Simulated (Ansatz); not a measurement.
# BGeHF (doublet): the correlation ladder, cc-pVDZ

An exercise on one series of results from a longer session: the logs are not shown, and one member is left open.

Program: Ansatz 0.2.0, Gaussian basis. Level of theory: cc-pVDZ, core rule «outside noble gas», up to 16 orbitals frozen. These are calculated values, not measurements.

To be run: UHF; CCSD(T) on ROHF; CCSD(T) on UHF; BCCD(T) on ROHF; CISD; CCSDT(Q) on ROHF; CCSDT(Q) on UHF; CASSCF and MRCISD+Q, 9 electrons in 9 orbitals; CASSCF and NEVPT2, 9 electrons in 9 orbitals.

22 further runs of the same task are left out: 8 that didn't finish, 14 set aside as unsound or not needed.

## The system

The geometry is a PBE0/def2-TZVP stationary point (not a proven minimum). No spin-orbit coupling is included. The filled d shell of Ge may be among the frozen orbitals whatever the setting's name suggests; the logs give the count.

4 atoms, charge 0, spin multiplicity 2.

Atoms are counted from 1 here; the program's logs count them from 0.

Bond lengths: F1–B2 1.300 Å, B2–Ge3 1.934 Å, B2–H4 1.371 Å, Ge3–H4 1.864 Å. Angles: F1–B2–Ge3 176.3°, F1–B2–H4 117.6°, Ge3–B2–H4 66.2°, B2–Ge3–H4 42.3°, B2–H4–Ge3 71.6°.

Set-up of the first run:

Contents of in.yaml:

```yaml
crystal:
  periodic: [false, false, false]
  atoms:
    - {symbol: F, position_ang: [0.000012, -0.353366, 1.600203]}
    - {symbol: B, position_ang: [-0.000026, -0.288012, 0.301824]}
    - {symbol: Ge, position_ang: [0.000005, -0.316084, -1.631542]}
    - {symbol: H, position_ang: [0.000009, 0.957462, -0.270485]}
basis:
  gaussian: {orbitals: cc-pVDZ}
magnetization: {spin_polarized: true, initial_magnetization: 1}
hamiltonian: {xc: hf}
output: {orbitals: {seedname: orbitals}}
```

The run is started by

```
ansatz run in.yaml --threads 1 --pin off --events-out ev --progress --plain --max-ram 2393MiB
```

Among the steps run: UHF; CCSD(T) on ROHF; CCSD(T) on UHF; BCCD(T) on ROHF; CISD; CCSDT(Q) on ROHF; CCSDT(Q) on UHF; CASSCF and MRCISD+Q, 9 electrons in 9 orbitals; CASSCF and NEVPT2, 9 electrons in 9 orbitals.

One table of the session follows, with a row left open; its other results are not shown here.

It belongs to the step «Misses and costs». 

```
           method  from UCCSDT(Q) (meV)
             ROHF              +10223.2
              UHF              +10148.4
             RMP2               +1042.0
             UMP2               +1057.8
            RCCSD                     ?
            UCCSD                +343.1
         RCCSD(T)                 +58.8
         UCCSD(T)                 +57.7
          BCCD(T)                 +53.0
           RCCSDT                 +25.3
           UCCSDT                 +23.6
        RCCSDT(Q)                  +4.9
        UCCSDT(Q)                     0
  CASSCF frontier               +8369.1
  NEVPT2 frontier                +848.2
  MRCISD frontier                +782.1
MRCISD+Q frontier                +157.6
```

**Question.** Estimate the row for RCCSD.

The run gave: from UCCSDT(Q) (meV): +346.7. In the column «from UCCSDT(Q) (meV)» it lies between UCCSD (+343.1) and MRCISD frontier (+782.1).

Not comparable, so not listed: CISD (they don't share determinant, frozen orbitals or solution with the rows shown, or repeat one).

To keep in mind: Restricted and unrestricted rows rest on different reference determinants; where their highest levels disagree by more than a few hundredths of an eV, they describe different states and don't form one ladder.
